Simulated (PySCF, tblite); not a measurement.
# C4H17NSi3: geometry, infrared bands and NMR shifts

Aim: predict the infrared bands and NMR shifts of C4H17NSi3 (`CC[Si]([SiH3])([SiH3])N(C)C`).

Computed with tblite 0.8.0 and PySCF 2.14.0, with density-fitted response routines of our own, on a single molecule in the gas phase. Atoms count from 0, in the outputs and in this text.

### 1 The starting structure

25 atoms, charge 0, multiplicity 1; geometry from: force field or distance geometry start.

Bonds of the start (Å): C0–C1 1.50, C1–Si2 1.86, Si2–Si3 2.24, Si2–Si4 2.24, Si2–N5 1.78, N5–C6 1.44, N5–C7 1.44, C0–H8 1.11, C0–H9 1.12, C0–H10 1.09, C1–H11 1.13, C1–H12 1.11, Si3–H13 1.49, Si3–H14 1.48, Si3–H15 1.47, Si4–H16 1.48, Si4–H17 1.48, Si4–H18 1.46, C6–H19 1.11, C6–H20 1.11, C6–H21 1.10, C7–H22 1.12, C7–H23 1.11, C7–H24 1.11.

### 2 Geometry optimisation with GFN2-xTB

The job: settings as JSON, then the geometry in Å.

```
{"job": {"kind": "relax", "xc": "GFN2-xTB", "basis": "xTB"}, "charge": 0, "multiplicity": 1}
C      2.412600    -0.889600    -1.014600
C      1.983800    -0.109300     0.190800
Si     0.178700     0.351000     0.175400
Si    -0.242700     1.107000     2.241600
Si    -0.142900     2.106100    -1.178400
N     -0.879700    -0.993000    -0.301800
C     -1.967200    -0.574200    -1.141500
C     -1.253700    -1.820400     0.811700
H      2.509500    -0.165200    -1.851000
H      1.630600    -1.642700    -1.271400
H      3.368700    -1.395500    -0.907200
H      2.131300    -0.725000     1.123100
H      2.522100     0.846700     0.346600
H      0.294800     0.063300     3.158800
H      0.547600     2.354700     2.362900
H     -1.669700     1.360200     2.480700
H     -1.267600     2.959000    -0.740800
H      1.074900     2.930300    -1.031200
H     -0.280100     1.730000    -2.580300
H     -1.762600     0.450400    -1.529300
H     -2.914400    -0.495400    -0.566700
H     -2.129100    -1.214100    -2.020100
H     -0.379900    -2.162900     1.420000
H     -2.024800    -1.313900     1.420600
H     -1.751300    -2.733500     0.411500
```

Run with:

```console
$ OMP_NUM_THREADS=1 python probes_run.py task.json out
```

One launch serves the whole session: the jobs run in the order shown.

**Question.** This job is followed by: GFN2-xTB harmonic vibrations, gas phase; GIAO PBE0/pcSseg-1 NMR shielding, non-relativistic, gas phase. Predict these results of the whole session: strongest single infrared mode (GFN2-xTB); zero-point energy (GFN2-xTB); 13C shifts against TMS (PBE0/pcSseg-1, means over atoms taken as alike); 1H shifts against TMS (PBE0/pcSseg-1, means over atoms taken as alike); 29Si shifts against TMS (PBE0/pcSseg-1, means over atoms taken as alike); 15N shifts against NH3 (PBE0/pcSseg-1).

The runs gave:

```
                                                                quantity                       value
                               strongest single infrared mode (GFN2-xTB)       766 cm⁻¹, 1004 km/mol
                                            zero-point energy (GFN2-xTB)              121.9 kcal/mol
 13C shifts against TMS (PBE0/pcSseg-1, means over atoms taken as alike)        42.1, 13.9, 11.8 ppm
  1H shifts against TMS (PBE0/pcSseg-1, means over atoms taken as alike)  3.36, 2.46, 1.18, 0.97 ppm
29Si shifts against TMS (PBE0/pcSseg-1, means over atoms taken as alike)            -6.7, -125.0 ppm
                                  15N shifts against NH3 (PBE0/pcSseg-1)                    13.5 ppm
```

Relaxing lowered the energy by 0.925 eV in 162 steps; the close pair that moved most is Si2–Si3, from 2.240 to 2.345 Å. The lowest mode is slightly imaginary (5i cm⁻¹), a soft motion within the noise of the Hessian, so the minimum is not strictly shown. The strongest single mode, at 766 cm⁻¹, is spread over many atoms; the largest shares are those of H14, H15, H13. Unscaled tight-binding wavenumbers are off by several per cent, some by more. Its intensities can rank the bands wrongly. At PBE0/pcSseg-1: The widest tensor belongs to Si2: span 110 ppm, with a paramagnetic part of -528 ppm.
